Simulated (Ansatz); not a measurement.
# C2H3FHfO2: how energies converge with the basis set

How large a basis does C2H3FHfO2 need? Two functionals are run in growing sets.

The runs use Ansatz 0.2.0, Gaussian basis; one geometry, several basis sets.

The runs, in order: PBE0-D4/def2-SVP; ωB97M-V/def2-SVP; PBE0-D4/def2-QZVPP; ωB97M-V/def2-QZVPP; the functionals' def2-TZVPP values are taken from earlier runs.

### Step 1. The geometry

An earlier PBE0-D4/def2-TZVP relaxation fixed the geometry. Hf takes the def2 core potential; no spin-orbit term is included.

SMILES `C#[C][Hf]([OH])([OH])[F]`, 9 atoms, charge 0, spin multiplicity 1.

Atoms are counted from 1 here; the program's logs count them from 0.

Bond lengths: C1–C2 1.214 Å, C1–H7 1.067 Å, C2–Hf3 2.197 Å, Hf3–O4 1.908 Å, Hf3–O5 1.908 Å, Hf3–F6 1.912 Å, O4–H8 0.951 Å, O5–H9 0.951 Å. Angles: C2–C1–H7 180.0°, C1–C2–Hf3 178.9°, C2–Hf3–O4 107.9°, C2–Hf3–O5 107.9°, C2–Hf3–F6 108.8°, O4–Hf3–O5 112.8°, O4–Hf3–F6 109.7°, O5–Hf3–F6 109.7°, Hf3–O4–H8 170.0°, Hf3–O5–H9 169.9°.

### Step 2. PBE0-D4 in def2-SVP

Input file in.yaml:

```yaml
crystal:
  periodic: [false, false, false]
  atoms:
    - {symbol: C, position_ang: [2.039795, 1.606655, 0.835720]}
    - {symbol: C, position_ang: [1.185835, 0.887210, 0.358937]}
    - {symbol: Hf, position_ang: [-0.337166, -0.414428, -0.541738]}
    - {symbol: O, position_ang: [-0.373502, -2.044766, 0.448030]}
    - {symbol: O, position_ang: [-2.002357, 0.515209, -0.497023]}
    - {symbol: F, position_ang: [0.151407, -0.772829, -2.354864]}
    - {symbol: H, position_ang: [2.790492, 2.238888, 1.254253]}
    - {symbol: H, position_ang: [-0.557133, -2.846132, 0.926436]}
    - {symbol: H, position_ang: [-2.897371, 0.830193, -0.429742]}
basis:
  gaussian: {orbitals: def2-SVP}
hamiltonian: {xc: pbe0, dispersion: d4}
output: {orbitals: {seedname: orbitals}}
```

On the command line:

```bash
$ ansatz run in.yaml --threads 4 --pin off --events-out ev --progress --plain --max-ram 10444MiB
```

After this run come: ωB97M-V in def2-SVP; PBE0-D4 in def2-QZVPP; ωB97M-V in def2-QZVPP.

Before running them: what should the planned runs give, taken together? Wanted: PBE0-D4: double and triple zeta above quadruple; ωB97M-V: double and triple zeta above quadruple.

As calculated:

| quantity | value |
| --- | --- |
| PBE0-D4: double and triple zeta above quadruple | 11.75, 0.51 eV |
| ωB97M-V: double and triple zeta above quadruple | 12.01, 0.47 eV |

What this shows: PBE0-D4 gains 11.24 eV from double to triple zeta, then 0.51 eV more. Total energies overstate the basis error of differences, where much of it tends to cancel. The LUMO of ωB97M-V is positive and keeps falling with the basis (1.18 to 0.51 eV): an unbound level that the basis holds in place.
